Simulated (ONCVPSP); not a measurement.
**An ONCV potential for niobium, from input to tests**

Task: generate the file, and judge it by its errors in other configurations, its logarithmic derivatives, its ghosts and its cutoff.

The numbers are computed with ONCVPSP 4.0.1.1 (patched build) (PBEsol, scalar-relativistic, spin-unpolarised reference atom).

## (1) Starting point

Typed settings, in words:

```json
{
  "element": "niobium (Nb, Z = 41)",
  "type": "optimised norm-conserving Vanderbilt (ONCV)",
  "frozen core": "[Ar] 3d10",
  "valence charge": "13",
  "reference configuration": "4s2 4p6 4d4 5s1",
  "partial waves": "4s+5s: rc 2.00 bohr, ncon 3, nbas 6, qcut 7.3 1/bohr, 2 projectors; 4p: rc 1.40 bohr, ncon 3, nbas 7, qcut 6 1/bohr, 2 projectors, debl 3.6 Ha; 4d: rc 1.85 bohr, ncon 4, nbas 7, qcut 4.4 1/bohr, 2 projectors, debl 3.3 Ha",
  "local potential": "polynomial inside 1.25 bohr (lpopt 5, dvloc0 3 Ha)",
  "core correction": "Teter function, fcfact 2.25, rcfact 1.2"
}
```

An earlier all-electron run gives the scale for the radii.

All-electron outer shells of the reference configuration (PBEsol, scalar-relativistic, ld1.x):

| shell | level (eV) | outermost node (bohr) | outermost maximum (bohr) |
| --- | --- | --- | --- |
| 3d | -196.29 | – | 0.33 |
| 4s | -58.35 | 0.53 | 1.04 |
| 4p | -34.49 | 0.54 | 1.12 |
| 5s | -4.01 | 1.41 | 3.08 |
| 4d | -3.06 | 0.55 | 1.51 |
| 5p | -1.09 | 1.63 | 4.21 |

## (2) Generation

Contents of Nb.dat:

```
# ATOM AND REFERENCE CONFIGURATION
# atsym  z   nc   nv     iexc    psfile
  Nb 41.00    6    4  -116133      upf
#
#   n    l    f
    1    0    2.00
    2    0    2.00
    2    1    6.00
    3    0    2.00
    3    1    6.00
    3    2   10.00
    4    0    2.00
    4    1    6.00
    4    2    4.00
    5    0    1.00
#
# PSEUDOPOTENTIAL AND OPTIMIZATION
# lmax
    2
#
#   l,   rc,      ep,       ncon, nbas, qcut
    0    2.00    0.00    3    6    7.30
    1    1.40    0.00    3    7    6.00
    2    1.85    0.00    4    7    4.40
#
# LOCAL POTENTIAL
# lloc, lpopt,  rc(5),   dvloc0
    4    5    1.25    3.00
#
# VANDERBILT-KLEINMAN-BYLANDER PROJECTORs
# l, nproj, debl
    0    2    3.20
    1    2    3.60
    2    2    3.30
#
# MODEL CORE CHARGE
# icmod, fcfact, rcfact
    3    2.25    1.20
#
# LOG DERIVATIVE ANALYSIS
# epsh1, epsh2, depsh
   -4.00    5.00    0.02
#
# OUTPUT GRID
# rlmax, drl
    6.00    0.01
#
# TEST CONFIGURATIONS
# ncnf
    4
# nvcnf
#   n    l    f
    4
    4    0    2.00
    4    1    6.00
    4    2    4.00
    5    0    0.00
#
    4
    4    0    2.00
    4    1    6.00
    4    2    3.00
    5    0    0.00
#
    4
    4    0    2.00
    4    1    6.00
    4    2    2.00
    5    0    0.00
#
    4
    4    0    1.00
    4    1    6.00
    4    2    4.00
    5    0    1.00
#
```

The run is started by

```
$ oncvpsp.x < Nb.dat > Nb.out
```

Q: Predict the outcome of this session. Wanted: cutoffs for 1 and 0.1 mHa per electron, occupied waves; bound ghosts; GHOST(+) flags; largest test error; largest phase difference near zero energy, channels read; rms error of d²Exc/dn², without and with the model core.

The runs gave:

```
                                                quantity                                            value
  cutoffs for 1 and 0.1 mHa per electron, occupied waves                                  41 Ha and 79 Ha
                                            bound ghosts                                       none found
                                          GHOST(+) flags                               none at low energy
                            largest test error (AE − PS)  -254 meV, for 4s1 4p6 4d4 5s1 (1 test unsolved)
largest phase difference near zero energy, channels read                                        0.001 rad
 rms error of d²Exc/dn², without and with the model core                                2.81 and 0.81 mHa
```

**Reading.** The worst unpolarised test, 4s1 4p6 4d4 5s1, is off by 254 meV on 64.0 eV; by total energies transferability rates as poor. That test lies far up in energy; among those under 40 eV, nearer to bonding, the largest error is 2.2 meV. Of the tests 1 gave no usable energy difference, which is a warning in itself. By its cutoff, 41 Ha for the looser tolerance, it is hard. At the looser tolerance the 4d wave is the slowest; 4p needs 17 Ha. It is free of bound ghosts as far as tested. Near zero energy the phases of the channels with partial waves agree within 0.001 rad.
